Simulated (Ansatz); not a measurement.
The system is CsLiCr2Te2S3.

```
CELL_PARAMETERS angstrom
3.31929 1.91639 6.87982
-3.31929 1.91639 6.87982
0.00000 -3.83279 6.87982
ATOMIC_POSITIONS crystal
Cs 0.00000 0.00000 0.00000
Li 0.50000 0.50000 0.50000
Cr 0.79848 0.79848 0.79848
Cr 0.20152 0.20152 0.20152
Te 0.67990 0.67990 0.67990
Te 0.32010 0.32010 0.32010
S 0.13626 0.86374 0.50000
S 0.50000 0.13626 0.86374
S 0.86374 0.50000 0.13626
```

The cell was built by a generator and needn't be a form met in nature.

| Property | Result |
| --- | --- |
| Program | Ansatz 0.2.0 |
| Task | single point |
| Functional | PBE |
| Potentials or basis | Ansatz PAW |
| Cutoff | 420 eV (not typed: the program's choice for these potentials) |
| k mesh | 5 × 5 × 5 |
| Occupations | fermi-dirac, width 0.05 eV |
| Spin | collinear spin, ferromagnetic start |
| Starting moments | [0.0, 0.0, 3.0, 3.0, 0.0, 0.0, 0.0, 0.0, 0.0] μB |

On this cell: pressure 0.0 GPa; largest force 0.006 eV/Å; net moment 4.00 μB per cell; site moments Cs -0.01; Li +0.01; Cr +2.07; Te -0.15; S -0.06 μB; band gap on the k mesh none (metal or under the smearing width).

The same run follows on a disturbed copy (atoms moved at random, drawn with an rms of 0.05 Å):

```
Cs Li Cr Te S
1.0
     3.31929    1.91639    6.87982
    -3.31929    1.91639    6.87982
     0.00000   -3.83279    6.87982
Cs Li Cr Te S
1 1 2 2 3
Direct
  0.99245 0.00591 0.99799
  0.49651 0.50899 0.50010
  0.80326 0.79473 0.80221
  0.20418 0.19832 0.20065
  0.67361 0.67776 0.68201
  0.31841 0.32441 0.32286
  0.12871 0.86131 0.50607
  0.50519 0.13653 0.85850
  0.86045 0.50668 0.13169
```

Question: What changes?

Answer: The energy (extrapolated to zero smearing) moves by +9.5 meV/atom; pressure -0.2 GPa; largest force 1.134 eV/Å; net moment 4.01 μB per cell; site moments Cs -0.02; Li +0.01; Cr +1.95, +2.28; Te -0.18, -0.19; S -0.06 μB; band gap on the k mesh none (metal or under the smearing width).

Forces on the atoms (eV/Å):
```
Cs   0.050 -0.032  0.020
Li   0.084 -0.011 -0.004
Cr  -0.595  0.022 -0.965
Cr  -0.163  0.005  0.251
Te   0.002  0.042  0.575
Te   0.002 -0.009 -0.384
S    0.122  0.545  0.202
S   -0.026 -0.102  0.024
S    0.524 -0.461  0.281
```

Stress tensor (GPa, compression positive):
```
 0.04 -0.07  0.15
-0.07  0.63 -0.03
 0.15 -0.03 -1.33
```

Caveats: only a ferromagnetic start was run, and an antiferromagnetic order may lie lower in energy.
